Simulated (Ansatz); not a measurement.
# ClH3O3Si: the cost of one run

Program: Ansatz 0.2.0. Level of theory: RKS BHLYP-D4/6-31G. These are calculated values, not measurements.

## 1. The starting structure

Bond lengths: Si1–Cl2 2.130 Å, Si1–O3 1.680 Å, O3–H4 1.010 Å, Si1–O5 1.679 Å, O5–H6 1.010 Å, Si1–O7 1.679 Å, O7–H8 1.010 Å. Angles: Cl2–Si1–O3 109.4°, Cl2–Si1–O5 109.5°, Cl2–Si1–O7 109.5°, O3–Si1–O5 109.5°, O3–Si1–O7 109.5°, O5–Si1–O7 109.5°, Si1–O3–H4 109.5°, Si1–O5–H6 109.5°, Si1–O7–H8 109.5°.

Structure file:

```xyz
8

Si    0.0000    0.0000    0.0000
Cl    0.0000    0.0000    2.1300
O     1.5842    0.0000   -0.5594
H     1.9006   -0.9521   -0.6761
O    -0.7913    1.3709   -0.5594
H    -1.7491    1.1401   -0.7818
O    -0.7913   -1.3709   -0.5594
H    -1.2459   -1.8365    0.2129
```

## 2. Relaxing the start

File input.yaml:

```yaml
crystal:
  periodic: [false, false, false]
  atoms:
    - { symbol: Si, position_ang: [0.0, 0.0, 0.0] }
    - { symbol: Cl, position_ang: [0.0, 0.0, 2.13] }
    - { symbol: O, position_ang: [1.5842, 0.0, -0.5594] }
    - { symbol: H, position_ang: [1.9006, -0.9521, -0.6761] }
    - { symbol: O, position_ang: [-0.7913, 1.3709, -0.5594] }
    - { symbol: H, position_ang: [-1.7491, 1.1401, -0.7818] }
    - { symbol: O, position_ang: [-0.7913, -1.3709, -0.5594] }
    - { symbol: H, position_ang: [-1.2459, -1.8365, 0.2129] }
basis:
  gaussian: { orbitals: "6-31G" }
hamiltonian:
  xc: { name: BHLYP }
  dispersion: d4
relax:
  f_tol: 0.02
  max_steps: 40
```

Command:

```bash
$ ansatz run input.yaml --threads 1 --pin off --max-ram 2048MiB --backend cpu --events-out ev --progress --plain --runs-dir out
```

Q: Estimate wall time and peak memory on 1 thread of Arm Neoverse V2, shared host.

About 73 s, with a peak of 0.13 GiB.
